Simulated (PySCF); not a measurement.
# [GdCl4]−: forces at shaken geometries

How stiff is [GdCl4]−? Its atoms are displaced at random by several amounts. The structure is generated, not taken from experiment.

Method: BP86, Gd lcecp-1-SVP with ECP53, Cl def2-SVP; scalar-relativistic core potentials, no spin–orbit coupling; program: PySCF 2.14.0.

4 further runs of the same task are left out: 2 for a known fault of the program, 2 that didn't finish.

## (1) The starting structure

5 atoms, charge -1, spin multiplicity 1.

Bond lengths: Gd1–Cl2 2.566 Å, Gd1–Cl3 2.566 Å, Gd1–Cl4 2.566 Å, Gd1–Cl5 2.566 Å. Angles: Cl2–Gd1–Cl3 109.5°, Cl2–Gd1–Cl4 109.5°, Cl2–Gd1–Cl5 109.5°, Cl3–Gd1–Cl4 109.5°, Cl3–Gd1–Cl5 109.5°, Cl4–Gd1–Cl5 109.5°.

Geometry (Å):

```
atom    x (Å)    y (Å)    z (Å)
 Gd1   0.0000   0.0000   0.0000
 Cl2   1.4817   1.4817   1.4817
 Cl3  -1.4817  -1.4817   1.4817
 Cl4   1.4817  -1.4817  -1.4817
 Cl5  -1.4817   1.4817  -1.4817
```

Formal oxidation states: Gd +3. Each metal's 7 4f electrons lie in its core potential, so multiplicities, spins and levels count the valence alone. An earlier session relaxed this geometry at BP86, Gd lcecp-1-SVP with ECP53, Cl def2-SVP (singlet, point group Td).

Its energy there is -1876.822192 Eh.

## (2) Atoms moved at random, σ = 0.15 Å

Contents of run.py (the lines that set the calculation):

```python
mol = gto.M(atom='''
Gd     0.13867     0.09687    -0.01736
Cl     1.56953     1.29275     1.35800
Cl    -1.55827    -1.40128     1.84232
Cl     1.39925    -1.56107    -1.45347
Cl    -1.54918     1.57273    -1.72950''',
    basis={'Gd': 'lcecp-1-SVP', 'Cl': 'def2-SVP'},
    ecp={'Gd': 'lcecp-1-SVP'},
    charge=-1, spin=0)
mf = dft.RKS(mol, xc='B88,P86')
mf.grids.atom_grid = (50, 194)  # f atoms: unpruned, at least (60, 302)
mf = mf.density_fit()  # fitting sets: Gd AutoAux, Cl def2-universal-JKFIT
mf.conv_tol = 1e-08; mf.max_cycle = 55
mf.kernel(dm0)  # dm0: the density of the relaxed state
```

Run with:

```
$ OMP_NUM_THREADS=2 python run.py
```

## (3) Atoms moved at random, σ = 0.1 Å

Contents of run.py (the lines that set the calculation):

```python
mol = gto.M(atom='''
Gd    -0.11006    -0.01438    -0.04932
Cl     1.57897     1.37028     1.38670
Cl    -1.46892    -1.38166     1.43303
Cl     1.38069    -1.48306    -1.41866
Cl    -1.38067     1.50881    -1.35175''',
    basis={'Gd': 'lcecp-1-SVP', 'Cl': 'def2-SVP'},
    ecp={'Gd': 'lcecp-1-SVP'},
    charge=-1, spin=0)
mf = dft.RKS(mol, xc='B88,P86')
mf.grids.atom_grid = (50, 194)  # f atoms: unpruned, at least (60, 302)
mf = mf.density_fit()  # fitting sets: Gd AutoAux, Cl def2-universal-JKFIT
mf.conv_tol = 1e-08; mf.max_cycle = 55
mf.kernel(dm0)  # dm0: the density of the relaxed state
```

## (4) Atoms moved at random, σ = 0.03 Å

Contents of run.py (the lines that set the calculation):

```python
mol = gto.M(atom='''
Gd    -0.02551     0.00152    -0.00064
Cl     1.50541     1.50901     1.48829
Cl    -1.50830    -1.45421     1.45927
Cl     1.48405    -1.49102    -1.47107
Cl    -1.45565     1.43471    -1.47584''',
    basis={'Gd': 'lcecp-1-SVP', 'Cl': 'def2-SVP'},
    ecp={'Gd': 'lcecp-1-SVP'},
    charge=-1, spin=0)
mf = dft.RKS(mol, xc='B88,P86')
mf.grids.atom_grid = (50, 194)  # f atoms: unpruned, at least (60, 302)
mf = mf.density_fit()  # fitting sets: Gd AutoAux, Cl def2-universal-JKFIT
mf.conv_tol = 1e-08; mf.max_cycle = 55
mf.kernel(dm0)  # dm0: the density of the relaxed state
```

Before running it: what results should come out? Wanted: for each run, σ; energy rise; harmonic estimate −½ F·u; largest force component.

As calculated:

| σ (Å) | energy rise (eV) | harmonic estimate −½ F·u (eV) | largest force component (eV/Å) |
| --- | --- | --- | --- |
| 0.15 | 1.022 | 0.970 | 4.40 |
| 0.1 | 0.409 | 0.437 | 2.46 |
| 0.03 | 0.033 | 0.033 | 0.86 |

Every displacement raises the energy. For a harmonic well the rise equals −½ F·u; the two differ by at most 7 % here (a move with σ = 0.1 Å), from anharmonicity, the grid and the small forces left at the relaxed point. These are double-zeta-type bases without diffuse functions. Spin–orbit coupling is left out.
